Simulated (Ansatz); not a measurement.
**Al3BP4: the cell at several levels of theory**

Aim: relax Al3BP4, ordered on the zincblende lattice (Cm) with 8 atoms a cell with PBE and r2SCAN and see how far the functionals disagree on the cell. This is a trial cell built on a prototype, not taken from a measured structure, and it needn't be the compound's ground state.

The runs shown are made with Ansatz 0.2.0. PAW datasets, plane waves, zero pressure. All values are calculated for a non-magnetic cell, which may be hypothetical.

## 1. The system as given

This is the cell as the run starts from it, not yet at rest; its lengths are not the crystal's.

It is monoclinic, Cm (No. 8); conventional cell a = 11.617 Å, b = 3.503 Å, c = 6.067 Å, β = 100.0°, 15.19 Å³ an atom. B has 4 P at 2.14 Å; Al has 4 P at 2.14 Å; P has 2 Al at 2.14 Å and 2 B at 2.14 Å.

As a file:

```xyz
8
Lattice="5.8086 -1.7514 0.0000 5.8086 1.7514 0.0000 -1.0561 0.0000 5.9743" Properties=species:S:1:pos:R:3 pbc="T T T"
B     0.0000    0.0000    0.0000
Al    5.2806    0.0000    2.9871
Al    2.1122    0.0000    4.4807
Al    8.4489    0.0000    1.4936
P     6.3367    0.0000    1.1202
P     0.0000    0.0000    4.1073
P     8.4489    0.0000    5.6009
P     3.1683    0.0000    2.6137
```

## 2. Relaxation with PBE

Input file input.yaml:

```yaml
crystal:
  lattice:
    - [5.808619759, -1.7513647537, 0.0]
    - [5.808619759, 1.7513647537, 0.0]
    - [-1.0561126835, 0.0, 5.9742755213]
  atoms:
    - { symbol: B, position: [0.0, 0.0, 0.0] }
    - { symbol: Al, position: [0.5, 0.5, 0.5] }
    - { symbol: Al, position: [0.25, 0.25, 0.75] }
    - { symbol: Al, position: [0.75, 0.75, 0.25] }
    - { symbol: P, position: [0.5625, 0.5625, 0.1875] }
    - { symbol: P, position: [0.0625, 0.0625, 0.6875] }
    - { symbol: P, position: [0.8125, 0.8125, 0.9375] }
    - { symbol: P, position: [0.3125, 0.3125, 0.4375] }
kpoints:
  mp_grid: { grid: [8, 8, 4] }
hamiltonian:
  xc: pbe
scf:
  occupations: { method: fermi_dirac, width: 0.02 }
relax:
  f_tol: 0.005
  cell: {}
```

On the command line:

```
$ ansatz run input.yaml --threads 4 --pin off --max-ram 6451MiB --backend cpu --events-out ev --progress --plain --runs-dir out
```

Further steps of the session: Relaxation with r2SCAN.

**Question.** What will these runs give? Wanted: for each run, a; b; c; β; volume; space group; SCF geometries.

The runs gave:

```
 level   a (Å)  b (Å)  c (Å)   β (°)  volume (Å³/atom)  space group  SCF geometries
r2SCAN  12.332  3.690  6.483  99.407            18.188           Cm               5
```

What this shows: From the start to the first minimum the volume moved by +19.7 %. The meshes differ: PBE 8×8×4, r2SCAN 6×6×4.
